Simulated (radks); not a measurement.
**The Coulomb parameter U of the 5d shell of Ta²⁺**

One table from this session's results is given with a row withheld; the runs are named, their logs left out.

Program: radks (a radial shooting solver on a logarithmic mesh, Libxc functionals) version 1. Level of theory: Dirac Kohn-Sham, BLYP, spin-unpolarised, spherical densities, finite nucleus; open shells are shared between the two j in proportion to 2j + 1. These are calculated values, not measurements, unless marked.

**The system**

```
element            : tantalum (Z = 73)
charge             : +2
electrons          : 71
configuration      : [Xe] 4f14 5d1 6p2
nuclear rms radius : 5.3507 fm
```

The outer shells:

Ta²⁺
```
[Xe] core
4f [↑↓][↑↓][↑↓][↑↓][↑↓][↑↓][↑↓]
5d [↑ ][  ][  ][  ][  ]
6p [↑ ][↑ ][  ]
```

The first run:

Settings of this run:

```text
Z 73
configuration [Xe] 4f14 5d1 6p2
relativity Dirac
functional b88,lyp
spin unpolarised
j_filling average
nucleus finite rms 5.3507 fm
c 137.035999084
```

Among the steps run: Start: [Xe] 4f14 5d1 6p2.

One table of the session follows, with a row left open; its other results are not shown here.

It belongs to the step «Start: [Xe] 4f14 5d1 6p2». From the orbitals of this run (lengths in bohr):

```
level     <r>  outermost maximum (interpolated)  90 % within  nodes
5p1/2   1.204                              1.06         1.75      3
5p3/2   1.301                              1.14         1.90      3
4f5/2       ?                                 ?            ?      ?
4f7/2  0.6414                             0.444         1.07      0
5d3/2   1.802                              1.46         2.75      2
5d5/2   1.849                              1.50         2.82      2
6p1/2   3.182                              2.86         4.57      4
6p3/2   3.390                              3.07         4.86      4
```

Estimate the missing values for 4f5/2.

The run gave: <r>: 0.6310; outermost maximum (interpolated): 0.438; 90 % within: 1.05; nodes: 0. In the column «<r>» it is the lowest.
